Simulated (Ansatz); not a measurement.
# CH4GeZn: the cost of one run

Method: RKS PBE0-D4/def2-SVP, in Ansatz 0.2.0.

## Step 1: The structure to begin with

Bond lengths: C1–Zn2 2.099 Å, C1–Ge3 1.889 Å, C1–H4 1.052 Å, C1–H5 1.167 Å, Ge3–H6 1.568 Å, Ge3–H7 1.603 Å. Angles: Zn2–C1–Ge3 96.6°, Zn2–C1–H4 143.3°, Zn2–C1–H5 80.4°, Ge3–C1–H4 111.5°, Ge3–C1–H5 108.4°, H4–C1–H5 110.6°, C1–Ge3–H6 112.1°, C1–Ge3–H7 108.3°, H6–Ge3–H7 107.5°.

As a file:

```xyz
7

C    -0.5488   -0.4913   -0.5367
Zn    0.0198    1.2375   -1.5819
Ge    0.4236   -0.1214    1.0399
H    -0.7292   -1.5216   -0.6457
H    -1.5538    0.1003   -0.4959
H     0.5386    1.4181    1.3158
H     1.9111   -0.6897    0.8588
```

## Step 2: Relaxing end A

input.yaml

```yaml
crystal:
  periodic: [false, false, false]
  atoms:
    - { symbol: C, position_ang: [-0.5488, -0.4913, -0.5367] }
    - { symbol: Zn, position_ang: [0.0198, 1.2375, -1.5819] }
    - { symbol: Ge, position_ang: [0.4236, -0.1214, 1.0399] }
    - { symbol: H, position_ang: [-0.7292, -1.5216, -0.6457] }
    - { symbol: H, position_ang: [-1.5538, 0.1003, -0.4959] }
    - { symbol: H, position_ang: [0.5386, 1.4181, 1.3158] }
    - { symbol: H, position_ang: [1.9111, -0.6897, 0.8588] }
basis:
  gaussian: { orbitals: def2-SVP }
hamiltonian:
  xc: pbe0
  dispersion: d4
relax:
  f_tol: 0.015
  max_steps: 40
output:
  orbitals: {}
```

Started as:

```sh
$ ansatz run input.yaml --threads 2 --pin off --max-ram 3072MiB --backend cpu --events-out ev --progress --plain --runs-dir out
```

What time and memory should one allow on 2 threads of Arm Neoverse V1, shared host?

About 44 s, with a peak of 0.22 GiB.
